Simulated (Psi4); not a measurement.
# InH2F (SMILES [H][In]([H])[F]), step by step

We compute a geometry optimisation (singlet InH2F, PBE0-D4/def2-SVP), then the energy (doublet InH2F+, UPBE0-D4/def2-SVP), then a structure relaxation (doublet InH2F+, UPBE0-D4/def2-SVP), then a single-point energy (singlet InH2F, PBE0-D4/def2-SVP) of FH2In. 

Program for the calculation: Psi4 1.11.

### Step 1. The system as given

InH2F has 4 atoms, charge 0, and is taken as a singlet. SMILES: `[H][In]([H])[F]`. Geometry: a GFN2-xTB relaxation, a rough one for these elements and not checked as a minimum. The run starts from this shape.

Bond lengths: In1–F4 1.946 Å, In1–H2 1.693 Å, In1–H3 1.691 Å. Angles: H2–In1–F4 114.4°, H3–In1–F4 114.5°, H2–In1–H3 131.1°.

### Step 2. A geometry optimisation at PBE0-D4/def2-SVP (density fitting, core potential) (run 1)

job.dat

```
memory 1600 mb

molecule {
  0 1
  In
  H 1 1.692897
  H 1 1.691399 2 131.09329
  F 1 1.945759 3 114.52878 2 -179.96108
}

set {
  basis def2-SVP
}

E, wfn = opt('pbe0-d4', return_wfn=True)
```

Launch:

```sh
$ psi4 job.dat job.out -n 1
```

job.out:

```text
[...]
    !!!  WARNING: ECP capability is in beta. Please check occupations closely.  !!!
[...]
  Running in c1 symmetry.
[...]
  Nuclear repulsion =   67.818380701333382
[...]
  Multiplicity = 1
[...]
  Nalpha       = 16
  Nbeta        = 16
[...]
    Number of basis functions: 50
[...]
   @DF-RKS iter   1:  -290.88760214327391   -1.12074e+00   1.03782e-02 DIIS/ADIIS
[...]
    !!!  WARNING: ECP capability is in beta. Please check occupations closely.  !!!
[...]
   @DF-RKS iter   6:  -290.99183697460779   -1.34719e-11   7.74745e-09 DIIS
[...]
  @DF-RKS Final Energy:  -290.99183697460779
   => Energetics <=
    Nuclear Repulsion Energy =             67.0398709223755134
    One-Electron Energy =                -609.6817206576879471
    Two-Electron Energy =                 272.8550009183632028
    DFT Exchange-Correlation Energy =     -21.2037683321938886
    Empirical Dispersion Energy =          -0.0012198254646741
    VV10 Nonlocal Energy =                  0.0000000000000000
    Total Energy =                       -290.9918369746077929
[...]
 Multipole Moments:
 ------------------------------------------------------------------------------------
     Multipole            Electronic (a.u.)      Nuclear  (a.u.)        Total (a.u.)
 ------------------------------------------------------------------------------------
 L = 1.  Multiply by 2.5417464519 to convert [e a0] to [Debye]
 Dipole X            :          0.0001171           -0.0001064            0.0000107
 Dipole Y            :         15.1334917          -14.0529287            1.0805630
 Dipole Z            :          5.8573144           -5.4390008            0.4183136
 Magnitude           :                                                    1.1587073
[...]
  -Total Gradient:
     Atom            X                  Y                   Z
    ------   -----------------  -----------------  -----------------
       1        0.000000222275     0.000006236179     0.000010309942
       2       -0.000000083471     0.000007312123     0.000007788888
       3       -0.000000083480     0.000009861021    -0.000005558089
       4       -0.000000055581     0.000001639283    -0.000002797356
[...]
    Final optimized geometry and variables:
    Molecular point group: c1
    Full point group: C1
    Geometry (in Angstrom), charge = 0, multiplicity = 1:
    IN
    H             1    1.713769
    H             1    1.713787      2  137.696007
    F             1    1.969784      3  111.146468      2  179.999612
    Psi4 run time: 0:00:15.69
[...]
```

Standard output:

```text
Optimizer: Optimization complete!
```

Run time: 17 s. Hardware: 1 thread of AMD EPYC 9R45 (Zen 5), shared host; peak memory 0.36 GiB.

Step by step:

| step | energy from the first frame kept (eV) | largest force (eV/Å) |
| --- | --- | --- |
| 0 | 0.0000 | 0.4816 |
| 1 | -0.0181 | 0.1582 |
| 2 | -0.0217 | 0.1375 |
| 3 | 0.0269 | 0.4860 |
| 4 | -0.0162 | 0.2652 |
| 5 | -0.0256 | 0.0120 |
| 6 | -0.0256 | 0.0006 |

After the run. Bond lengths: In1–F4 1.970 Å, In1–H2 1.714 Å, In1–H3 1.714 Å. Angles: H2–In1–F4 111.2°, H3–In1–F4 111.1°, H2–In1–H3 137.7°.

### Step 3. The doublet cation: a single-point energy at UPBE0-D4/def2-SVP (density fitting, core potential) (run 2)

fh2in.xyz

```xyz
4
FH2In
In     0.058499     0.128552    -0.000532
H      1.761257    -0.064904     0.013408
H     -1.070566     1.417705    -0.019553
F     -0.855374    -1.616389     0.007572
```

fh2in.py

```python
import psi4

psi4.set_memory(1600000000)
psi4.set_num_threads(1)
psi4.core.set_output_file('run.log', False)

with open('fh2in.xyz') as f:
    atoms = ''.join(f.readlines()[2:])
geom = psi4.geometry('1 2\n' + atoms + '')

options = {'reference': 'uks'}
psi4.set_options(options)

energy_value, wavefunction = psi4.energy("pbe0-d4/def2-SVP", molecule=geom, return_wfn=True)
print(f'total energy {energy_value:.8f} hartree = {energy_value * 27.211386:.5f} eV')
```

Launch:

```sh
$ python fh2in.py
```

run.log:

```text
[...]
    !!!  WARNING: ECP capability is in beta. Please check occupations closely.  !!!
[...]
  Running in c1 symmetry.
[...]
  Nuclear repulsion =   67.039872174224612
[...]
  Multiplicity = 2
[...]
  Nalpha       = 16
  Nbeta        = 15
[...]
    Number of basis functions: 50
[...]
   @DF-UKS iter   1:  -290.47915289116395   -6.95645e-01   9.57390e-03 DIIS/ADIIS
[...]
   @DF-UKS iter  12:  -290.58768287375528   -2.87253e-09   4.84573e-07 DIIS
[...]
   @S^2 Observed:                7.715286007E-01
[...]
    Orbital Energies [Eh]
    ---------------------
    Alpha Occupied:
       1A    -24.993959     2A     -5.017343     3A     -3.415464
       4A     -3.411956     5A     -3.408484     6A     -1.385524
       7A     -1.092561     8A     -1.083704     9A     -1.081992
      10A     -1.079320    11A     -1.074867    12A     -0.738395
      13A     -0.675727    14A     -0.641046    15A     -0.637673
      16A     -0.625195
    Alpha Virtual:
      17A     -0.287254    18A     -0.276387    19A     -0.203937
      20A     -0.089956    21A     -0.066355    22A     -0.044844
      23A     -0.007537    24A      0.026487    25A      0.060976
[...]
  @DF-UKS Final Energy:  -290.58768287375528
   => Energetics <=
    Nuclear Repulsion Energy =             67.0398721742246124
    One-Electron Energy =                -600.6135253065993993
    Two-Electron Energy =                 263.9287107163892188
    DFT Exchange-Correlation Energy =     -20.9418805036017801
    Empirical Dispersion Energy =          -0.0008599541678650
    VV10 Nonlocal Energy =                  0.0000000000000000
    Total Energy =                       -290.5876828737552842
[...]
 Multipole Moments:
 ------------------------------------------------------------------------------------
     Multipole            Electronic (a.u.)      Nuclear  (a.u.)        Total (a.u.)
 ------------------------------------------------------------------------------------
 L = 1.  Multiply by 2.5417464519 to convert [e a0] to [Debye]
 Dipole X            :          7.6656415           -6.9912607            0.6743808
 Dipole Y            :         14.6366432          -13.3486293            1.2880139
 Dipole Z            :         -0.0679900            0.0620060           -0.0059840
 Magnitude           :                                                    1.4538931
[...]
```

On the terminal:

```text
total energy -290.58768287 hartree = -7907.29361 eV
```

Run time: 5.7 s. Hardware: 1 thread of AMD EPYC 9R45 (Zen 5), shared host; peak memory 0.32 GiB.

### Step 4. The doublet cation: a structure relaxation at UPBE0-D4/def2-SVP (density fitting, core potential) (run 3)

fh2in.dat

```
memory 1.6 GB

molecule molecule1 {
  1 2
  In     0.11054709     0.24292807    -0.00100533
  H      3.32829337    -0.12265078     0.02533745
  H     -2.02307654     2.67907418    -0.03694981
  F     -1.61642259    -3.05453252     0.01430901
  units au
  symmetry c1
}

set basis def2-SVP
set reference uks

E, wfn = optimize("pbe0-d4", return_wfn=True)
```

Launch:

```sh
$ psi4 -i fh2in.dat -o fh2in.out -n 1
```

fh2in.out:

```text
[...]
    !!!  WARNING: ECP capability is in beta. Please check occupations closely.  !!!
[...]
  Running in c1 symmetry.
[...]
  Nuclear repulsion =   67.039872242448126
[...]
  Multiplicity = 2
[...]
  Nalpha       = 16
  Nbeta        = 15
[...]
    Number of basis functions: 50
[...]
   @DF-UKS iter   1:  -290.47135626265867   -7.31727e-01   9.97974e-03 ADIIS/DIIS
[...]
   @DF-UKS iter   8:  -290.60211348083243   -7.67386e-12   8.43853e-09 DIIS
[...]
   @S^2 Observed:                7.768329858E-01
[...]
  @DF-UKS Final Energy:  -290.60211348083243
   => Energetics <=
    Nuclear Repulsion Energy =             68.0073873885301623
    One-Electron Energy =                -602.6705940961439865
    Two-Electron Energy =                 265.0202310256380542
    DFT Exchange-Correlation Energy =     -20.9582843862871648
    Empirical Dispersion Energy =          -0.0008534125694534
    VV10 Nonlocal Energy =                  0.0000000000000000
    Total Energy =                       -290.6021134808324291
[...]
 Multipole Moments:
 ------------------------------------------------------------------------------------
     Multipole            Electronic (a.u.)      Nuclear  (a.u.)        Total (a.u.)
 ------------------------------------------------------------------------------------
 L = 1.  Multiply by 2.5417464519 to convert [e a0] to [Debye]
 Dipole X            :          6.5976089           -5.7271024            0.8705064
 Dipole Y            :         12.5429451          -10.8800011            1.6629441
 Dipole Z            :          0.0239870           -0.0247429           -0.0007559
 Magnitude           :                                                    1.8770096
[...]
  -Total Gradient:
     Atom            X                  Y                   Z
    ------   -----------------  -----------------  -----------------
       1       -0.000069560477     0.000063623624     0.000271977053
       2       -0.000012280225     0.000094018036    -0.000079918400
       3        0.000128496445    -0.000006184737    -0.000076977713
       4       -0.000022135344    -0.000105204623    -0.000114677413
[...]
    Final optimized geometry and variables:
    Molecular point group: c1
    Full point group: C1
    Geometry (in Bohr), charge = 1, multiplicity = 2:
    IN           0.215214650115     0.409469835336     0.000049155013
    H            3.404393028137     1.642079934687     0.001159213245
    H           -0.594983753431     3.734611187259    -0.045362883796
    F           -1.450668818026    -2.761728750343     0.002047617566
    Psi4 run time: 0:00:31.15
[...]
```

On the terminal:

```text
Optimizer: Optimization complete!
```

Run time: 32 s. Hardware: 1 thread of AMD EPYC 9R45 (Zen 5), shared host; peak memory 0.36 GiB.

Step by step:

| step | energy from the first frame kept (eV) | largest force (eV/Å) |
| --- | --- | --- |
| 0 | 0.0000 | 0.9482 |
| 1 | -0.0604 | 0.8192 |
| 2 | -0.1210 | 0.3286 |
| 3 | -0.2427 | 0.9670 |
| 4 | -0.3522 | 1.1636 |
| 5 | -0.3814 | 0.7478 |
| 6 | -0.3924 | 0.1121 |
| 7 | -0.3927 | 0.0116 |
| 8 | -0.3927 | 0.0138 |
| 9 | -0.3927 | 0.0148 |

After the run. Bond lengths: In1–F4 1.896 Å, In1–H2 1.809 Å, In1–H3 1.811 Å. Angles: H2–In1–F4 138.8°, H3–In1–F4 138.6°, H2–In1–H3 82.6°.

### Step 5. The energy at PBE0-D4/def2-SVP (density fitting, core potential) (run 4)

input.dat

```
memory 1600 mb

molecule m {
  0 1
  In
  H 1 1.809305
  H 1 1.811228 2 82.56325
  F 1 1.895583 2 138.84511 3 179.30081
}

set globals {
  basis def2-SVP
}

E = energy("pbe0-d4")
print_variables()
```

Launch:

```sh
$ psi4 input.dat output.dat -n 1
```

output.dat:

```text
[...]
    !!!  WARNING: ECP capability is in beta. Please check occupations closely.  !!!
[...]
  Running in c1 symmetry.
[...]
  Nuclear repulsion =   68.007384201271734
[...]
  Multiplicity = 1
[...]
  Nalpha       = 16
  Nbeta        = 16
[...]
    Number of basis functions: 50
[...]
   @DF-RKS iter   1:  -290.85561292954549   -1.11805e+00   9.96525e-03 DIIS/ADIIS
[...]
   @DF-RKS iter   8:  -290.95537893157729   -6.69007e-09   3.17886e-07 DIIS
[...]
    Orbital Energies [Eh]
    ---------------------
    Doubly Occupied:
       1A    -24.728580     2A     -4.742658     3A     -3.145442
       4A     -3.133408     5A     -3.133063     6A     -1.135716
       7A     -0.813381     8A     -0.810623     9A     -0.808924
      10A     -0.806909    11A     -0.796982    12A     -0.462200
      13A     -0.397491    14A     -0.396308    15A     -0.387678
      16A     -0.266031
[...]
  @DF-RKS Final Energy:  -290.95537893157729
   => Energetics <=
    Nuclear Repulsion Energy =             68.0073842012717336
    One-Electron Energy =                -611.0817136097139155
    Two-Electron Energy =                 273.3079799317621337
    DFT Exchange-Correlation Energy =     -21.1878163669019202
    Empirical Dispersion Energy =          -0.0012130879953510
    VV10 Nonlocal Energy =                  0.0000000000000000
    Total Energy =                       -290.9553789315772860
[...]
 Multipole Moments:
 ------------------------------------------------------------------------------------
     Multipole            Electronic (a.u.)      Nuclear  (a.u.)        Total (a.u.)
 ------------------------------------------------------------------------------------
 L = 1.  Multiply by 2.5417464519 to convert [e a0] to [Debye]
 Dipole X            :         -0.1426726            0.1302304           -0.0124422
 Dipole Y            :          8.2380031           -8.0826931            0.1553100
 Dipole Z            :          9.4504529           -9.2643347            0.1861182
 Magnitude           :                                                    0.2427262
[...]
```

Wall time 4.5 s (1 thread of AMD EPYC 9R45 (Zen 5), shared host); peak memory 0.32 GiB.

### Step 6. Outcome

| quantity | value |
| --- | --- |
| run 1, PBE0-D4/def2-SVP: total energy at the end | -290.99184 Eh |
| run 1, PBE0-D4/def2-SVP: dipole moment | 2.95 D |
| run 1, PBE0-D4/def2-SVP: HOMO energy | -8.54 eV |
| run 1, PBE0-D4/def2-SVP: LUMO energy | -1.73 eV |
| run 1, PBE0-D4/def2-SVP: HOMO–LUMO gap | 6.81 eV |
| run 1, PBE0-D4/def2-SVP: dispersion energy | -3.20 kJ/mol |
| doublet cation, run 2: total energy | -290.58768 Eh |
| doublet cation, run 2: HOMO energy (highest over α and β) | -16.14 eV |
| doublet cation, run 2: LUMO energy (lowest over α and β) | -13.42 eV |
| doublet cation, run 2: dispersion energy | -2.26 kJ/mol |
| doublet cation, run 2: ⟨S²⟩ | 0.772 |
| doublet cation, run 3: total energy at the end | -290.60211 Eh |
| doublet cation, run 3: HOMO energy (highest over α and β) | -15.92 eV |
| doublet cation, run 3: LUMO energy (lowest over α and β) | -11.89 eV |
| doublet cation, run 3: dispersion energy | -2.24 kJ/mol |
| doublet cation, run 3: ⟨S²⟩ | 0.777 |
| run 4, PBE0-D4/def2-SVP: total energy | -290.95538 Eh |
| run 4, PBE0-D4/def2-SVP: dipole moment | 0.62 D |
| run 4, PBE0-D4/def2-SVP: HOMO energy | -7.24 eV |
| run 4, PBE0-D4/def2-SVP: LUMO energy | -1.75 eV |
| run 4, PBE0-D4/def2-SVP: HOMO–LUMO gap | 5.49 eV |
| run 4, PBE0-D4/def2-SVP: dispersion energy | -3.18 kJ/mol |
| adiabatic ionisation energy (to the doublet cation, no zero-point term) | 10.605 eV |

What this shows: The adiabatic ionisation energy (to the doublet cation, no zero-point term) is 10.60 eV (245 kcal/mol). The optimisation (run 1, PBE0-D4/def2-SVP) took 7 steps and changed the energy by -0.026 eV. The optimisation (doublet cation, run 3) took 10 steps and changed the energy by -0.393 eV.
